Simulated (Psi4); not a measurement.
# TiH4O4 (SMILES O[Ti](O)(O)O): MP2/def2-SVP

Aim: the energy change on altering one bond length of TiH4O4 at MP2/def2-SVP, from 2 runs. 

Program for the calculation: Psi4 1.11.

2 further runs of the same task are left out: 2 set aside as unsound or not needed.

## (1) The system as given

TiH4O4 has 9 atoms, charge 0, and is taken as a singlet. SMILES: `O[Ti](O)(O)O`. The coordinates come from a PBE0-D4/def2-TZVP relaxation. This is one conformer, not always the lowest.

Bond lengths: O1–Ti2 1.801 Å, Ti2–O3 1.801 Å, Ti2–O4 1.801 Å, Ti2–O5 1.801 Å, O1–H6 0.958 Å, O3–H7 0.958 Å, O4–H8 0.958 Å, O5–H9 0.958 Å. Angles: O1–Ti2–O3 108.5°, O1–Ti2–O4 109.9°, O1–Ti2–O5 110.0°, O3–Ti2–O4 110.0°, O3–Ti2–O5 109.9°, O4–Ti2–O5 108.5°, Ti2–O1–H6 129.5°, Ti2–O3–H7 129.5°, Ti2–O4–H8 129.5°, Ti2–O5–H9 129.6°.

## (2) The energy at MP2/def2-SVP

run.py

```python
import numpy as np
from ase.calculators.psi4 import Psi4
from ase import Atoms

mol = Atoms(['O', 'Ti', 'O', 'O', 'O', 'H', 'H', 'H', 'H'], positions=[
    [-0.125250, 1.268390, -1.272730],
    [0.000070, 0.000090, -0.000050],
    [1.651710, -0.715310, -0.066120],
    [-1.235630, -1.279200, -0.283830],
    [-0.290490, 0.726280, 1.622320],
    [-0.813470, 1.413950, -1.922910],
    [2.270980, -0.885970, 0.644480],
    [-1.123140, -2.176250, -0.600550],
    [-0.334770, 1.648010, 1.879390],
])
calc = Psi4(atoms=mol, method='mp2', basis='def2-SVP', memory='1600MB', num_threads=1, charge=0, multiplicity=1, label='psi4-calc')
calc.psi4.set_options({'puream': True, 'e_convergence': 1e-09, 'd_convergence': 1e-08, 'scf_type': 'pk', 'num_frozen_docc': 9, 'mp2_type': 'conv'})
mol.calc = calc

print(f'energy: {mol.get_potential_energy():.6f} eV')
```

Launch:

```sh
$ python run.py
```

psi4-calc.dat, shortened:

```text
[...]
  Running in c1 symmetry.
[...]
  Nuclear repulsion =  327.335093136810826
[...]
  Multiplicity = 1
[...]
  Nalpha       = 29
  Nbeta        = 29
[...]
    Number of basis functions: 107
[...]
   @RHF iter   1: -1149.53294040502215   -1.97954e+00   1.00531e-02 ADIIS/DIIS
[...]
   @RHF iter  13: -1150.02325117729060   -1.59162e-12   6.46333e-09 DIIS
[...]
    Orbital Energies [Eh]
    ---------------------
    Doubly Occupied:
       1A   -183.526097     2A    -21.700713     3A    -20.543944
       4A    -20.543921     5A    -20.543911     6A    -20.543904
       7A    -18.074049     8A    -18.074027     9A    -18.074027
      10A     -3.050515    11A     -1.971093    12A     -1.970458
      13A     -1.970453    14A     -1.285738    15A     -1.271370
      16A     -1.270940    17A     -1.270931    18A     -0.674430
      19A     -0.673708    20A     -0.673689    21A     -0.670340
      22A     -0.545890    23A     -0.536770    24A     -0.526543
      25A     -0.517174    26A     -0.517167    27A     -0.486017
      28A     -0.485216    29A     -0.485202
[...]
  @RHF Final Energy: -1150.02325117729060
   => Energetics <=
    Nuclear Repulsion Energy =            327.3350931368108263
    One-Electron Energy =               -2229.7602121758586691
    Two-Electron Energy =                 752.4018678617571823
    Total Energy =                      -1150.0232511772906037
[...]
 Multipole Moments:
 ------------------------------------------------------------------------------------
     Multipole            Electronic (a.u.)      Nuclear  (a.u.)        Total (a.u.)
 ------------------------------------------------------------------------------------
 L = 1.  Multiply by 2.5417464519 to convert [e a0] to [Debye]
 Dipole X            :          0.0000334           -0.0006373           -0.0006039
 Dipole Y            :          0.0005854           -0.0005809            0.0000045
 Dipole Z            :          0.0001281            0.0005717            0.0006998
 Magnitude           :                                                    0.0009244
[...]
	SCS-MP2 Total Energy (a.u.)        : -1151.04729298544225
	SOS-MP2 Total Energy (a.u.)        : -1150.94554306208965
	SCSN-MP2 Total Energy (a.u.)       : -1150.56049077259240
[...]
	SOS-PI-MP2 Total Energy (a.u.)     : -1151.09925837622268
[...]
	MP2 Total Energy (a.u.)            : -1151.09707751801443
[...]
```

The script printed:

```text
energy: -31322.946928 eV
```

Wall time 27 s (1 thread of Intel Xeon at 2.50GHz (Skylake/Cascade Lake), shared host); peak memory 0.75 GiB.

## (3) The distorted shape, same level

h4o4ti.py

```python
import psi4

psi4.set_memory(1600000000)
psi4.set_num_threads(1)
psi4.core.set_output_file('run.log', False)

mol = psi4.geometry("""
0 1
O     -0.187912     1.902563    -1.909093
Ti     0.000070     0.000090    -0.000050
O      1.651710    -0.715310    -0.066120
O     -1.235630    -1.279200    -0.283830
O     -0.290490     0.726280     1.622320
H     -0.876132     2.048123    -2.559273
H      2.270980    -0.885970     0.644480
H     -1.123140    -2.176250    -0.600550
H     -0.334770     1.648010     1.879390
units angstrom
symmetry c1
""")

psi4.set_options({
    'puream': True,
    'e_convergence': 1e-09,
    'd_convergence': 1e-08,
    'scf_type': 'pk',
    'num_frozen_docc': 9,
    'mp2_type': 'conv',
})

e = psi4.energy('mp2/def2-SVP', molecule=mol)
print(f'mp2/def2-SVP energy: {e:.10f} Eh')
for k, v in sorted(psi4.core.scalar_variables().items()):
    print(f'{k:45s} {v:18.10f}')
```

Launch:

```sh
$ python h4o4ti.py
```

run.log, shortened:

```text
[...]
  Running in c1 symmetry.
[...]
  Nuclear repulsion =  300.392787300649843
[...]
  Multiplicity = 1
[...]
  Nalpha       = 29
  Nbeta        = 29
[...]
    Number of basis functions: 107
[...]
   @RHF iter   1: -1149.28319409132951   -2.06248e+00   1.05749e-02 ADIIS/DIIS
[...]
   @RHF iter  16: -1149.88488419472310   -2.06910e-11   9.53691e-09 DIIS
[...]
    Orbital Energies [Eh]
    ---------------------
    Doubly Occupied:
       1A   -183.628308     2A    -21.795505     3A    -20.600191
       4A    -20.595648     5A    -20.594480     6A    -20.432593
       7A    -18.169920     8A    -18.169836     9A    -18.169465
      10A     -3.128162    11A     -2.048218    12A     -2.047363
      13A     -2.034473    14A     -1.329820    15A     -1.320165
      16A     -1.316711    17A     -1.130034    18A     -0.725354
      19A     -0.720978    20A     -0.717790    21A     -0.588924
      22A     -0.576443    23A     -0.562327    24A     -0.554532
      25A     -0.539251    26A     -0.529475    27A     -0.506045
      28A     -0.366256    29A     -0.350498
[...]
  @RHF Final Energy: -1149.88488419472310
   => Energetics <=
    Nuclear Repulsion Energy =            300.3927873006498430
    One-Electron Energy =               -2174.0578080149684865
    Two-Electron Energy =                 723.7801365195955441
    Total Energy =                      -1149.8848841947230994
[...]
 Multipole Moments:
 ------------------------------------------------------------------------------------
     Multipole            Electronic (a.u.)      Nuclear  (a.u.)        Total (a.u.)
 ------------------------------------------------------------------------------------
 L = 1.  Multiply by 2.5417464519 to convert [e a0] to [Debye]
 Dipole X            :          0.3450277           -0.0593253            0.2857025
 Dipole Y            :         -1.9570970            0.5933731           -1.3637239
 Dipole Z            :          2.0591564           -0.5954334            1.4637230
 Magnitude           :                                                    2.0208547
[...]
	SCS-MP2 Total Energy (a.u.)        : -1150.92369148646367
	SOS-MP2 Total Energy (a.u.)        : -1150.82133673394947
	SCSN-MP2 Total Energy (a.u.)       : -1150.42531728799827
[...]
	SOS-PI-MP2 Total Energy (a.u.)     : -1150.97741215715382
[...]
	MP2 Total Energy (a.u.)            : -1150.97232556828772
[...]
```

On the terminal:

```text
mp2/def2-SVP energy: -1150.9723255683 Eh
CURRENT CORRELATION ENERGY                         -1.0874413736
CURRENT ENERGY                                  -1150.9723255683
CURRENT REFERENCE ENERGY                        -1149.8848841947
DD SOLVATION ENERGY                                 0.0000000000
HF KINETIC ENERGY                                1146.7350595086
HF POTENTIAL ENERGY                             -2296.6199437034
HF TOTAL ENERGY                                 -1149.8848841947
HF VIRIAL RATIO                                     2.0027467763
MP2 CORRELATION ENERGY                             -1.0874413736
MP2 DOUBLES ENERGY                                 -1.0874413736
MP2 OPPOSITE-SPIN CORRELATION ENERGY               -0.7803771160
MP2 SAME-SPIN CORRELATION ENERGY                   -0.3070642575
MP2 SINGLES ENERGY                                  0.0000000000
MP2 TOTAL ENERGY                                -1150.9723255683
NUCLEAR REPULSION ENERGY                          300.3927873006
ONE-ELECTRON ENERGY                             -2174.0578080150
PCM POLARIZATION ENERGY                             0.0000000000
PE ENERGY                                           0.0000000000
SCF ITERATION ENERGY                            -1149.8848841947
SCF ITERATIONS                                     16.0000000000
SCF TOTAL ENERGY                                -1149.8848841947
SCS(N)-MP2 CORRELATION ENERGY                      -0.5404330933
SCS(N)-MP2 TOTAL ENERGY                         -1150.4253172880
SCS-MP2 CORRELATION ENERGY                         -1.0388072917
SCS-MP2 TOTAL ENERGY                            -1150.9236914865
SCS-MP2-VDW CORRELATION ENERGY                     -1.1524148373
SCS-MP2-VDW TOTAL ENERGY                        -1151.0372990320
SOS-MP2 CORRELATION ENERGY                         -0.9364525392
SOS-MP2 TOTAL ENERGY                            -1150.8213367339
SOS-PI-MP2 CORRELATION ENERGY                      -1.0925279624
SOS-PI-MP2 TOTAL ENERGY                         -1150.9774121572
TWO-ELECTRON ENERGY                               723.7801365196
```

It took 31 s on 1 thread of Intel Xeon at 2.50GHz (Skylake/Cascade Lake), shared host; peak memory 0.74 GiB.

## (4) What came out

Level: MP2/def2-SVP, 9 core orbitals frozen.

```
                                                          quantity           value
                                         first shape: total energy  -1151.09708 Eh
                  first shape: HOMO energy (Hartree–Fock orbitals)       -13.20 eV
                  first shape: LUMO energy (Hartree–Fock orbitals)         1.65 eV
                first shape: HOMO–LUMO gap (Hartree–Fock orbitals)        14.85 eV
          first shape: correlation energy (9 core orbitals frozen)     -1073.8 mEh
                                     distorted shape: total energy  -1150.97233 Eh
              distorted shape: HOMO energy (Hartree–Fock orbitals)        -9.54 eV
              distorted shape: LUMO energy (Hartree–Fock orbitals)         0.67 eV
            distorted shape: HOMO–LUMO gap (Hartree–Fock orbitals)        10.21 eV
      distorted shape: correlation energy (9 core orbitals frozen)     -1087.4 mEh
energy change with the O1–Ti2 bond stretched from 1.801 to 2.702 Å        3.395 eV
```

**Reading.** With the O1–Ti2 bond stretched from 1.801 to 2.702 Å the energy rises by 3.39 eV (78 kcal/mol). The first shape isn't relaxed at this level, so the change isn't measured from a minimum. A restricted reference can't describe the breaking bond well at this length.
